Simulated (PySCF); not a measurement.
# Si₄H₁₀: NMR shifts at several levels of theory, part 2 of 2

PySCF 2.14.0. Atoms count from 0.

### Step 6. Nuclear shieldings: PBE0/IGLO-III

The job: settings as JSON, then the geometry in Å.

```
{"job": {"kind": "nmr", "xc": "PBE0", "basis": "IGLO-III", "pop": true}, "charge": 0, "multiplicity": 1}
Si    -0.054738     2.110887    -0.771863
Si     0.074254     0.163789     0.528510
Si     1.914822    -1.107819    -0.174589
Si    -1.889846    -1.076785     0.216621
H      1.174393     2.945997    -0.604396
H     -0.178195     1.719932    -2.210478
H     -1.250853     2.923432    -0.390544
H      0.225048     0.524934     1.975689
H      3.188235    -0.350140     0.026184
H      1.760547    -1.412964    -1.630781
H      1.991466    -2.396101     0.580971
H     -1.880531    -2.311397     1.060329
H     -3.091213    -0.257668     0.566579
H     -1.984761    -1.477038    -1.221542
```

Level: GIAO PBE0/IGLO-III NMR shielding, non-relativistic, gas phase.

Output:

```text
coarse grid: 12696 points
cycle   1  E = -1163.4856453562  dE = -4.590e-01  |g| = 2.473e-01  |ddm| = 2.587e+00
cycle   2  E = -1163.4906414005  dE = -4.996e-03  |g| = 1.027e-01  |ddm| = 1.734e-01
cycle   3  E = -1163.4914446813  dE = -8.033e-04  |g| = 2.352e-02  |ddm| = 7.130e-02
cycle   4  E = -1163.4915789932  dE = -1.343e-04  |g| = 9.928e-03  |ddm| = 3.456e-02
cycle   5  E = -1163.4916136317  dE = -3.464e-05  |g| = 9.752e-04  |ddm| = 1.110e-02
cycle   6  E = -1163.4916138380  dE = -2.063e-07  |g| = 2.028e-04  |ddm| = 1.111e-03
final grid: 101424 points
cycle   7  E = -1163.5079527452  dE = -5.730e-05  |g| = 2.467e-03  |ddm| = 1.747e-02
cycle   8  E = -1163.5079529484  dE = -2.033e-07  |g| = 8.854e-04  |ddm| = 1.439e-03
cycle   9  E = -1163.5079530010  dE = -5.254e-08  |g| = 2.321e-04  |ddm| = 5.786e-04
cycle  10  E = -1163.5079530105  dE = -9.562e-09  |g| = 1.029e-04  |ddm| = 2.753e-04
cycle  11  E = -1163.5079530135  dE = -2.996e-09  |g| = 6.910e-06  |ddm| = 1.001e-04
cycle  12  E = -1163.5079530135  dE = -2.046e-11  |g| = 1.507e-06  |ddm| = 8.721e-06
converged SCF energy = -1163.5079530135

GIAO shielding tensors (ppm)
atom      isotropic    diamagn.    paramagn.     s11        s22        s33       span
  0 Si     447.722     887.887    -440.165    438.251    444.596    460.319     22.068
  1 Si     477.126     890.087    -412.961    467.062    467.218    497.097     30.035
  2 Si     447.837     887.939    -440.102    439.606    443.692    460.213     20.607
  3 Si     447.868     887.939    -440.071    438.208    445.030    460.367     22.159
  4 H       27.438      29.117      -1.678     24.109     25.435     32.771      8.662
  5 H       27.660      29.549      -1.889     24.769     25.868     32.342      7.573
  6 H       27.445      29.147      -1.701     24.095     25.492     32.748      8.653
  7 H       27.986      30.778      -2.792     24.983     25.010     33.965      8.982
  8 H       27.438      29.128      -1.690     24.121     25.427     32.766      8.646
  9 H       27.658      29.561      -1.903     24.755     25.866     32.354      7.598
 10 H       27.442      29.159      -1.717     24.092     25.487     32.747      8.655
 11 H       27.437      29.166      -1.729     24.124     25.396     32.790      8.666
 12 H       27.448      29.185      -1.737     24.077     25.534     32.734      8.657
 13 H       27.660      29.587      -1.927     24.764     25.870     32.346      7.582
```

Run time: 52 s. Hardware: 1 thread of AMD EPYC 9R45, shared host; peak memory 1.1 GiB.

This run: δ Si0 -102.5, Si1 -131.8, H4 3.86, H7 3.39 ppm (means over like atoms).

### Step 7. Shielding tensors: PBE0/pcSseg-0

The job, as its differences from that of step 6:

```diff
@@ -1,2 +1,2 @@
-{"job": {"kind": "nmr", "xc": "PBE0", "basis": "IGLO-III", "pop": true}, "charge": 0, "multiplicity": 1}
+{"job": {"kind": "nmr", "xc": "PBE0", "basis": "pcSseg-0", "pop": true}, "charge": 0, "multiplicity": 1}
 Si    -0.054738     2.110887    -0.771863
```

Method: GIAO PBE0/pcSseg-0 NMR shielding, non-relativistic, gas phase.

Output:

```text
coarse grid: 12696 points
cycle   1  E = -1161.9199593277  dE = -4.347e-01  |g| = 1.629e-01  |ddm| = 3.314e+00
cycle   2  E = -1161.9239133489  dE = -3.954e-03  |g| = 9.941e-02  |ddm| = 3.468e-01
cycle   3  E = -1161.9271466369  dE = -3.233e-03  |g| = 1.297e-02  |ddm| = 1.868e-01
cycle   4  E = -1161.9272146771  dE = -6.804e-05  |g| = 4.096e-03  |ddm| = 3.380e-02
cycle   5  E = -1161.9272206746  dE = -5.997e-06  |g| = 5.795e-04  |ddm| = 7.793e-03
final grid: 101424 points
cycle   6  E = -1162.0714264181  dE = -4.651e-06  |g| = 7.671e-04  |ddm| = 1.244e-02
cycle   7  E = -1162.0714265164  dE = -9.830e-08  |g| = 5.247e-04  |ddm| = 2.469e-03
cycle   8  E = -1162.0714266161  dE = -9.973e-08  |g| = 3.550e-05  |ddm| = 9.949e-04
cycle   9  E = -1162.0714266167  dE = -5.411e-10  |g| = 1.164e-05  |ddm| = 9.898e-05
converged SCF energy = -1162.0714266167

GIAO shielding tensors (ppm)
atom      isotropic    diamagn.    paramagn.     s11        s22        s33       span
  0 Si     496.052     880.511    -384.459    477.950    484.066    526.139     48.190
  1 Si     549.764     883.126    -333.362    547.859    550.537    550.896      3.037
  2 Si     496.199     880.496    -384.297    479.430    483.200    525.968     46.538
  3 Si     496.247     880.532    -384.286    477.957    484.595    526.188     48.231
  4 H       29.456      29.530      -0.074     25.282     27.247     35.839     10.557
  5 H       29.584      29.485       0.098     25.889     27.808     35.055      9.166
  6 H       29.468      29.543      -0.076     25.272     27.319     35.811     10.539
  7 H       30.191      30.889      -0.698     26.644     26.663     37.264     10.620
  8 H       29.455      29.530      -0.075     25.297     27.238     35.831     10.534
  9 H       29.584      29.482       0.102     25.879     27.816     35.058      9.179
 10 H       29.469      29.511      -0.043     25.272     27.316     35.819     10.547
 11 H       29.451      29.528      -0.077     25.296     27.206     35.850     10.554
 12 H       29.473      29.569      -0.096     25.251     27.367     35.802     10.551
 13 H       29.586      29.504       0.082     25.888     27.808     35.062      9.175
```

Wall time 7.9 s (1 thread of AMD EPYC 9R45, shared host); peak memory 0.45 GiB.

Key values: δ Si0 -147.6, Si1 -201.2, H4 3.33, H7 2.64 ppm (means over like atoms).

### Step 8. Nuclear shieldings: PBE0/pcSseg-2

The job, as its differences from that of step 7:

```diff
@@ -1,2 +1,2 @@
-{"job": {"kind": "nmr", "xc": "PBE0", "basis": "pcSseg-0", "pop": true}, "charge": 0, "multiplicity": 1}
+{"job": {"kind": "nmr", "xc": "PBE0", "basis": "pcSseg-2", "pop": true}, "charge": 0, "multiplicity": 1}
 Si    -0.054738     2.110887    -0.771863
```

Method: GIAO PBE0/pcSseg-2 NMR shielding, non-relativistic, gas phase.

Output:

```text
coarse grid: 12696 points
cycle   1  E = -1163.5115342615  dE = -4.133e-01  |g| = 1.831e-01  |ddm| = 2.650e+00
cycle   2  E = -1163.5161894252  dE = -4.655e-03  |g| = 8.091e-02  |ddm| = 1.873e-01
cycle   3  E = -1163.5168080084  dE = -6.186e-04  |g| = 1.933e-02  |ddm| = 6.988e-02
cycle   4  E = -1163.5169075905  dE = -9.958e-05  |g| = 8.663e-03  |ddm| = 3.190e-02
cycle   5  E = -1163.5169340797  dE = -2.649e-05  |g| = 7.937e-04  |ddm| = 1.076e-02
cycle   6  E = -1163.5169342258  dE = -1.461e-07  |g| = 1.527e-04  |ddm| = 9.830e-04
final grid: 101424 points
cycle   7  E = -1163.5324664494  dE = -3.684e-05  |g| = 2.329e-03  |ddm| = 1.947e-02
cycle   8  E = -1163.5324666385  dE = -1.892e-07  |g| = 9.768e-04  |ddm| = 1.986e-03
cycle   9  E = -1163.5324667366  dE = -9.804e-08  |g| = 2.871e-04  |ddm| = 9.403e-04
cycle  10  E = -1163.5324667616  dE = -2.501e-08  |g| = 6.022e-05  |ddm| = 3.913e-04
cycle  11  E = -1163.5324667627  dE = -1.149e-09  |g| = 5.353e-06  |ddm| = 7.042e-05
cycle  12  E = -1163.5324667628  dE = -1.137e-11  |g| = 1.277e-06  |ddm| = 7.325e-06
converged SCF energy = -1163.5324667628

GIAO shielding tensors (ppm)
atom      isotropic    diamagn.    paramagn.     s11        s22        s33       span
  0 Si     445.236     880.188    -434.952    436.201    441.990    457.516     21.315
  1 Si     480.886     883.122    -402.236    470.916    471.049    500.692     29.776
  2 Si     445.330     880.191    -434.861    437.557    441.056    457.376     19.819
  3 Si     445.377     880.236    -434.859    436.137    442.427    457.566     21.428
  4 H       27.438      28.952      -1.514     23.956     25.485     32.873      8.917
  5 H       27.636      29.720      -2.083     24.633     25.883     32.393      7.760
  6 H       27.446      29.000      -1.554     23.952     25.537     32.849      8.897
  7 H       28.005      29.970      -1.965     24.875     24.895     34.244      9.368
  8 H       27.438      28.963      -1.525     23.967     25.480     32.867      8.899
  9 H       27.635      29.728      -2.094     24.623     25.880     32.401      7.778
 10 H       27.445      29.004      -1.560     23.948     25.534     32.852      8.904
 11 H       27.435      29.006      -1.571     23.966     25.449     32.889      8.923
 12 H       27.449      29.043      -1.594     23.938     25.574     32.836      8.898
 13 H       27.637      29.753      -2.116     24.627     25.885     32.398      7.772
```

Wall time 72 s (1 thread of AMD EPYC 9R45, shared host); peak memory 1.3 GiB.

This run: δ Si0 -104.0, Si1 -139.6, H4 3.74, H7 3.24 ppm (means over like atoms).

### Step 9. Comparing the runs: NMR shifts

Shifts (ppm), means over like atoms, with basis size and wall time:

```
             run    H4    H7     Si0     Si1  functions   time
    PBE0/cc-pVDZ  3.68  3.21   -88.5  -111.9        122   15 s
    PBE0/cc-pVTZ  3.75  3.30   -98.5  -135.5        276   49 s
PBE0/aug-cc-pVDZ  3.83  3.37   -93.9  -112.3        198   30 s
   PBE0/IGLO-III  3.86  3.39  -102.5  -131.8        276   52 s
   PBE0/pcSseg-0  3.33  2.64  -147.6  -201.2         72  7.9 s
   PBE0/pcSseg-2  3.74  3.24  -104.0  -139.6        312   72 s
        measured     –     –   -93.6  -136.3          –      –
```

Measured: C. Corminboeuf, T. Heine, J. Weber, Chem. Phys. Lett. 357 (2002) 1.

### Step 10. What came out

The summary covers parts 1 to 2.

```
                                                               quantity                                         value
                                   rotational constants (main isotopes)                          1.89, 1.87, 1.05 GHz
  1H shifts against TMS (PBE0/cc-pVDZ, means over atoms taken as alike)                                3.68, 3.21 ppm
29Si shifts against TMS (PBE0/cc-pVDZ, means over atoms taken as alike)                             -88.5, -111.9 ppm
                               measured, and computed on the same scale  Si0 δ -93.6, -88.5; Si1 δ -136.3, -111.9 ppm
                                              range of the shift of Si1                          -201.2 to -111.9 ppm
```

**Reading.** Single values in the summary come from the first run of each kind that ended normally (PBE0/cc-pVDZ), which need not be the best level. Relaxing lowered the energy by 0.204 eV in 12 steps; the close pair that moved most is Si3–H11, from 1.464 to 1.495 Å. Against the measured 29Si shifts the unscaled results are off by 14.8 ppm on average (signed mean +14.8, 2 signals). Vibration, temperature and solvent are missing from the calculation, and it holds one conformer, so part of the miss against the measured shifts is not the functional's. Across the 6 runs the shift of Si1 moves most, between -201.2 (PBE0/pcSseg-0) and -111.9 ppm (PBE0/cc-pVDZ). Most of that comes from the computed reference, not from the atom's own shielding. For the 2 measured 29Si shifts, PBE0/cc-pVTZ misses least (2.8 ppm, 49 s) and PBE0/pcSseg-0 most (59.5 ppm, 7.9 s). One molecule ranks no method: errors cancel, and vibration and temperature are missing from all runs.
